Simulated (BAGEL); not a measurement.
# SiBrClF (SMILES F[Si](Cl)Br) at 3 levels

Wanted: a comparison of 3 runs (UHF/STO-3G, UHF/3-21G, UHF/6-31G*) of SiBrClF. 

The calculation is run with BAGEL 1.2.2.

1 further run of the same task is left out (it didn't finish). Runs told in other sessions of the task aren't counted.

### Step 1. The molecule

SiBrClF: 4 atoms, total charge 0, spin state doublet. SMILES: `F[Si](Cl)Br`. The Si2–Cl3 distance was set to 3.060 Å, away from the relaxed value. At this shape a bond of the SMILES string is far longer than usual.

Bond lengths: F1–Si2 1.590 Å, Si2–Br4 2.209 Å. Angles: F1–Si2–Br4 108.2°. A long bond or contact: Si2–Cl3 3.060 Å.

### Step 2. A single-point energy at UHF/STO-3G (density fitting with qzvpp-jkfit) (run 1)

calc.json reads:

```json
{ "bagel": [

{
  "title": "molecule",
  "basis": "sto-3g",
  "df_basis": "qzvpp-jkfit",
  "angstrom": true,
  "geometry": [
    { "atom": "F", "xyz": [      -0.159108,       0.284808,      -2.208782 ] },
    { "atom": "Si", "xyz": [       0.092192,      -0.780192,      -1.055782 ] },
    { "atom": "Cl", "xyz": [      -1.027100,       0.388000,       1.541900 ] },
    { "atom": "Br", "xyz": [       2.268792,      -1.121092,      -0.895282 ] }
  ]
},

{
  "title": "uhf",
  "nopen": 1
},

{
  "title": "print",
  "file": "orbitals.molden",
  "orbitals": true
}

]}
```

On the command line:

```bash
$ BAGEL_NUM_THREADS=1 BAGEL calc.json > calc.out
```

The log of the run:

```text
* using 1 threads per process

  ===============================================================
  ===============================================================

  *** Geometry ***

  { "atom" : "F", "xyz" : [     -0.300671,      0.538209,     -4.173993 ] },
  { "atom" : "Si", "xyz" : [      0.174218,     -1.474349,     -1.995139 ] },
  { "atom" : "Cl", "xyz" : [     -1.940938,      0.733214,      2.913769 ] },
  { "atom" : "Br", "xyz" : [      4.287396,     -2.118557,     -1.691838 ] },

  Number of auxiliary basis functions:      599

  Since a DF basis is specified, we compute 2- and 3-index integrals:
    o Being stored without compression. Storage requirement is 0.008 GB

  Number of basis functions:       41
  Number of electrons      :       75

    * METHOD: MOLECULE                             0.31

  *** Open-shell HF ***

  === Nuclear Repulsion ===
   347.3975330446

      * DIIS with orbital gradients will be used.

  === UHF iteration (sto-3g) ===
      0      -3382.68043009          0.02333869           0.15
      1      -3382.83066371          0.01022721           0.15
      2      -3382.85413478          0.00366885           0.16
      3      -3382.86374444          0.00182886           0.16
      4      -3382.87249038          0.00170870           0.16
      5      -3382.88574764          0.00056831           0.16
      6      -3382.88624240          0.00026399           0.16
      7      -3382.88634390          0.00012621           0.16
      8      -3382.88638460          0.00006210           0.16
      9      -3382.88639106          0.00003883           0.16
     10      -3382.88639865          0.00003315           0.15
     11      -3382.88640347          0.00003066           0.16
     12      -3382.88641115          0.00002688           0.16
     13      -3382.88641655          0.00002180           0.16
     14      -3382.88641535          0.00001404           0.16
     15      -3382.88641994          0.00000958           0.16
     16      -3382.88642333          0.00000539           0.17
     17      -3382.88642412          0.00000118           0.16
     18      -3382.88642412          0.00000064           0.16
     19      -3382.88642412          0.00000024           0.16
     20      -3382.88642412          0.00000010           0.16
     21      -3382.88642413          0.00000006           0.16
     22      -3382.88642413          0.00000005           0.16
     23      -3382.88642413          0.00000004           0.16
     24      -3382.88642413          0.00000003           0.15
     25      -3382.88642413          0.00000003           0.16
     26      -3382.88642413          0.00000002           0.16
     27      -3382.88642413          0.00000002           0.16
     28      -3382.88642413          0.00000001           0.15
     29      -3382.88642413          0.00000001           0.16
     30      -3382.88642413          0.00000001           0.16
    * SCF iteration converged.

    * S^2 (UHF) is 0.8569

    * Permanent dipole moment:
           (    0.570348,     0.205159,     0.488478) a.u.

    * METHOD: UHF                                  5.08

    * METHOD: PRINT                                0.01

  ===============================================================
```

Wall time 5.7 s (1 thread of Arm Neoverse V1, shared host).

### Step 3. The energy at UHF/3-21G (density fitting with qzvpp-jkfit) (run 2)

calc.json reads:

```json
{ "bagel" : [

{
  "title" : "molecule",
  "basis" : "3-21g",
  "df_basis" : "qzvpp-jkfit",
  "angstrom" : "true",
  "geometry" : [
    { "atom" : "F", "xyz" : [   -0.159108,    0.284808,   -2.208782 ] },
    { "atom" : "Si", "xyz" : [    0.092192,   -0.780192,   -1.055782 ] },
    { "atom" : "Cl", "xyz" : [   -1.027100,    0.388000,    1.541900 ] },
    { "atom" : "Br", "xyz" : [    2.268792,   -1.121092,   -0.895282 ] }
  ]
},
{
  "title" : "uhf",
  "nopen" : 1
},
{
  "title" : "print",
  "file" : "orbitals.molden",
  "orbitals" : "true"
}

]}
```

On the command line:

```bash
$ BAGEL_NUM_THREADS=1 BAGEL calc.json > calc.out
```

The log of the run:

```text
* using 1 threads per process

  ===============================================================
  ===============================================================

  *** Geometry ***

  { "atom" : "F", "xyz" : [     -0.300671,      0.538209,     -4.173993 ] },
  { "atom" : "Si", "xyz" : [      0.174218,     -1.474349,     -1.995139 ] },
  { "atom" : "Cl", "xyz" : [     -1.940938,      0.733214,      2.913769 ] },
  { "atom" : "Br", "xyz" : [      4.287396,     -2.118557,     -1.691838 ] },

  Number of auxiliary basis functions:      599

  Since a DF basis is specified, we compute 2- and 3-index integrals:
    o Being stored without compression. Storage requirement is 0.016 GB

  Number of basis functions:       57
  Number of electrons      :       75

    * METHOD: MOLECULE                             0.31

  *** Open-shell HF ***

  === Nuclear Repulsion ===
   347.3975330446

      * DIIS with orbital gradients will be used.

  === UHF iteration (3-21g) ===
      0      -3403.47328543          0.03771789           0.23
      1      -3403.60871758          0.02519151           0.22
      2      -3403.65304752          0.01487625           0.22
      3      -3403.67333534          0.00133658           0.23
      4      -3403.67729160          0.00127994           0.23
      5      -3403.68021954          0.00123230           0.23
      6      -3403.68379264          0.00118755           0.22
      7      -3403.68728675          0.00224209           0.22
      8      -3403.69135810          0.00040795           0.22
      9      -3403.69140524          0.00029696           0.22
     10      -3403.69159050          0.00009846           0.22
     11      -3403.69161414          0.00007103           0.22
     12      -3403.69163123          0.00006060           0.23
     13      -3403.69164345          0.00005460           0.22
     14      -3403.69165793          0.00004661           0.22
     15      -3403.69166897          0.00003803           0.23
     16      -3403.69167552          0.00002960           0.22
     17      -3403.69167956          0.00002058           0.22
     18      -3403.69168240          0.00001070           0.22
     19      -3403.69168318          0.00000497           0.22
     20      -3403.69168323          0.00000296           0.22
     21      -3403.69168322          0.00000220           0.22
     22      -3403.69168323          0.00000186           0.22
     23      -3403.69168324          0.00000167           0.22
     24      -3403.69168325          0.00000148           0.22
     25      -3403.69168325          0.00000129           0.22
     26      -3403.69168326          0.00000112           0.22
     27      -3403.69168327          0.00000085           0.22
     28      -3403.69168327          0.00000053           0.22
     29      -3403.69168327          0.00000033           0.22
     30      -3403.69168327          0.00000021           0.22
     31      -3403.69168327          0.00000014           0.22
     32      -3403.69168327          0.00000009           0.22
     33      -3403.69168327          0.00000008           0.22
     34      -3403.69168327          0.00000007           0.22
     35      -3403.69168327          0.00000006           0.22
     36      -3403.69168327          0.00000006           0.23
     37      -3403.69168327          0.00000005           0.23
     38      -3403.69168327          0.00000004           0.23
     39      -3403.69168327          0.00000002           0.23
     40      -3403.69168327          0.00000001           0.22
     41      -3403.69168327          0.00000001           0.22
    * SCF iteration converged.

    * S^2 (UHF) is 0.8805

    * Permanent dipole moment:
           (    0.275499,     0.447640,     0.279065) a.u.

    * METHOD: UHF                                  9.60

    * METHOD: PRINT                                0.01

  ===============================================================
```

Run time: 10 s. Hardware: 1 thread of Arm Neoverse V1, shared host; peak memory 0.11 GiB.

### Step 4. A single-point energy at UHF/6-31G(d) (density fitting with qzvpp-jkfit, spherical functions) (run 3)

calc.json reads:

```json
{ "bagel": [

{
  "title": "molecule",
  "basis": "6-31gs.json",
  "df_basis": "qzvpp-jkfit",
  "angstrom": true,
  "geometry": [
    { "atom": "F", "xyz": [      -0.159108,       0.284808,      -2.208782 ] },
    { "atom": "Si", "xyz": [       0.092192,      -0.780192,      -1.055782 ] },
    { "atom": "Cl", "xyz": [      -1.027100,       0.388000,       1.541900 ] },
    { "atom": "Br", "xyz": [       2.268792,      -1.121092,      -0.895282 ] }
  ]
},

{ "title": "uhf", "nopen": 1 },

{ "title": "print", "file": "orbitals.molden", "orbitals": true }

]}
```

The basis set 6-31G* is read from a file made from the Basis Set Exchange's data (not shown).

On the command line:

```bash
$ BAGEL_NUM_THREADS=1 BAGEL calc.json > calc.out
```

The log of the run:

```text
* using 1 threads per process

  ===============================================================
  ===============================================================

  *** Geometry ***

  { "atom" : "F", "xyz" : [     -0.300671,      0.538209,     -4.173993 ] },
  { "atom" : "Si", "xyz" : [      0.174218,     -1.474349,     -1.995139 ] },
  { "atom" : "Cl", "xyz" : [     -1.940938,      0.733214,      2.913769 ] },
  { "atom" : "Br", "xyz" : [      4.287396,     -2.118557,     -1.691838 ] },

  Number of auxiliary basis functions:      599

  Since a DF basis is specified, we compute 2- and 3-index integrals:
    o Being stored without compression. Storage requirement is 0.032 GB

  Number of basis functions:       82
  Number of electrons      :       75

    * METHOD: MOLECULE                             0.42

  *** Open-shell HF ***

  === Nuclear Repulsion ===
   347.3975330446

      * DIIS with orbital gradients will be used.

  === UHF iteration (6-31gs.json) ===
      0      -3419.71930851          0.03289324           0.34
      1      -3419.85734858          0.02396012           0.34
      2      -3419.92054412          0.01514274           0.34
      3      -3419.95805890          0.00107792           0.34
      4      -3419.96256214          0.00091736           0.34
      5      -3419.96565936          0.00083284           0.34
      6      -3419.96778361          0.00083425           0.34
      7      -3419.97320921          0.00074765           0.34
      8      -3419.97441977          0.00165886           0.34
      9      -3419.97766118          0.00071826           0.34
     10      -3419.97856942          0.00022632           0.35
     11      -3419.97867730          0.00006202           0.33
     12      -3419.97868532          0.00003394           0.34
     13      -3419.97868985          0.00002483           0.34
     14      -3419.97869299          0.00002010           0.34
     15      -3419.97869510          0.00001821           0.34
     16      -3419.97869703          0.00001632           0.33
     17      -3419.97870011          0.00001275           0.33
     18      -3419.97870162          0.00000958           0.34
     19      -3419.97870253          0.00000657           0.35
     20      -3419.97870310          0.00000406           0.35
     21      -3419.97870324          0.00000284           0.35
     22      -3419.97870336          0.00000175           0.35
     23      -3419.97870340          0.00000090           0.35
     24      -3419.97870341          0.00000052           0.34
     25      -3419.97870341          0.00000035           0.33
     26      -3419.97870341          0.00000029           0.34
     27      -3419.97870341          0.00000024           0.35
     28      -3419.97870341          0.00000021           0.34
     29      -3419.97870341          0.00000018           0.34
     30      -3419.97870341          0.00000015           0.35
     31      -3419.97870341          0.00000011           0.35
     32      -3419.97870341          0.00000007           0.36
     33      -3419.97870341          0.00000005           0.35
     34      -3419.97870341          0.00000003           0.34
     35      -3419.97870341          0.00000002           0.35
     36      -3419.97870341          0.00000002           0.33
     37      -3419.97870341          0.00000002           0.34
     38      -3419.97870341          0.00000001           0.33
     39      -3419.97870341          0.00000001           0.34
     40      -3419.97870341          0.00000001           0.37
     41      -3419.97870341          0.00000001           0.36
    * SCF iteration converged.

    * S^2 (UHF) is 0.9492

    * Permanent dipole moment:
           (    0.117204,     0.441086,     0.309346) a.u.

    * METHOD: UHF                                 14.76

    * METHOD: PRINT                                0.02

  ===============================================================
```

Wall time 16 s (1 thread of Arm Neoverse V1, shared host); peak memory 0.15 GiB.

### Step 5. The series

```tsv
run	level	energy (Eh)	dipole moment (D)	⟨S²⟩	wall time
1	UHF/STO-3G (density fitting with qzvpp-jkfit)	-3382.886424	1.98	0.857	5.7 s
2	UHF/3-21G (density fitting with qzvpp-jkfit)	-3403.691683	1.51	0.880	10 s
3	UHF/6-31G* (density fitting with qzvpp-jkfit, spherical functions)	-3419.978703	1.40	0.949	16 s
```

### Step 6. Outcome

| quantity | value |
| --- | --- |
| run 3: total energy | -3419.97870 Eh |
| run 3: dipole moment | 1.40 D |
| run 3: ⟨S²⟩ | 0.949 |

The dipole moment (its size) runs from 1.40 D (UHF/6-31G*) to 1.98 D (UHF/STO-3G). In run 1 the basis is minimal, so the values are rough. Spin contamination of the reference: run 3 ⟨S²⟩ = 0.95, run 2 ⟨S²⟩ = 0.88, run 1 ⟨S²⟩ = 0.86. All runs together took 32 s, the longest 16 s.
